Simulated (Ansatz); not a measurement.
This script drives Ansatz 0.2.0, Python API.

Script `asgeh6p.py`:
```python
"""Stretching a bond of AsGeH6P, the rest held rigid."""

import ansatz
import numpy as np

GEOMETRY = """
P    -1.88530    0.46870   -0.75690
Ge   -0.04960   -0.67580   -0.02280
As    1.93410    0.40560   -0.82650
H    -2.78900   -0.20610    0.15850
H    -1.65230    1.59580    0.12950
H    -0.03660   -0.68690    1.52700
H    -0.09900   -2.13160   -0.55250
H     2.83520   -0.37480    0.18540
H     1.74250    1.60500    0.15830
"""

asgeh6p = ansatz.Crystal.molecule()
for line in GEOMETRY.strip().splitlines():
    symbol, *xyz = line.split()
    asgeh6p = asgeh6p.atom(symbol, [float(v) for v in xyz])

symbols = [site.symbol for site in asgeh6p.cartesian_sites]
start = np.array([site.position_ang for site in asgeh6p.cartesian_sites])
axis = (start[6] - start[1]) / np.linalg.norm(start[6] - start[1])
moving = [6]
lengths, energies = [1.364, 1.426, 1.488, 1.55, 1.612, 1.674, 1.736, 1.829], []
for length in lengths:
    xyz = start.copy()
    xyz[moving] += (length - np.linalg.norm(start[6] - start[1])) * axis
    point = ansatz.Crystal.molecule()
    for symbol, place in zip(symbols, xyz):
        point = point.atom(symbol, place.tolist())
    job = (
        point.calculation()
        .basis(gaussian="def2-SVP")
        .functional("HF")
    )
    summary = job.run(threads=1).report
    energies.append(summary["free_energy_ev"])
    print(f"r = {length:6.3f} A  E = {energies[-1]:.5f} eV  <S^2> = {abs(summary['mean_field']['state']['spin_squared']):.3f}")

# quartic fit about the minimum
fit = np.polynomial.Polynomial.fit(lengths, np.array(energies) - min(energies), 4).convert()
roots = [r.real for r in fit.deriv().roots() if abs(r.imag) < 1e-9 and fit.deriv(2)(r.real) > 0]
r_e = min(roots, key=lambda r: abs(r - lengths[int(np.argmin(energies))]))
print(f"minimum of the fit at {r_e:.4f} A, force constant {fit.deriv(2)(r_e):.2f} eV/A^2")
```

It is started by `python asgeh6p.py`. How long does it take on 1 thread of Arm Neoverse V1, with other jobs on the host, and how much memory does it need?

It took about 22 s, with a peak of 0.31 GiB, for 8 runs of the engine.

Output of `python asgeh6p.py`:
```text
r =  1.364 A  E = -126618.30651 eV  <S^2> = 0.000
r =  1.426 A  E = -126618.52309 eV  <S^2> = 0.000
r =  1.488 A  E = -126618.62823 eV  <S^2> = 0.000
r =  1.550 A  E = -126618.64722 eV  <S^2> = 0.000
r =  1.612 A  E = -126618.60001 eV  <S^2> = 0.000
r =  1.674 A  E = -126618.50225 eV  <S^2> = 0.000
r =  1.736 A  E = -126618.36631 eV  <S^2> = 0.000
r =  1.829 A  E = -126618.11153 eV  <S^2> = 0.000
minimum of the fit at 1.5343 A, force constant 18.47 eV/A^2
```

These settings explore the input space; basis and method may be short of convergence. The rest of the molecule is held rigid at a force-field or estimated start geometry, and the basis set is modest; single-reference methods fail as a bond breaks. Hartree-Fock leaves correlation out, so bond, atomisation and ionisation energies come out well too low. The orbitals are restricted, so S² is zero by construction.
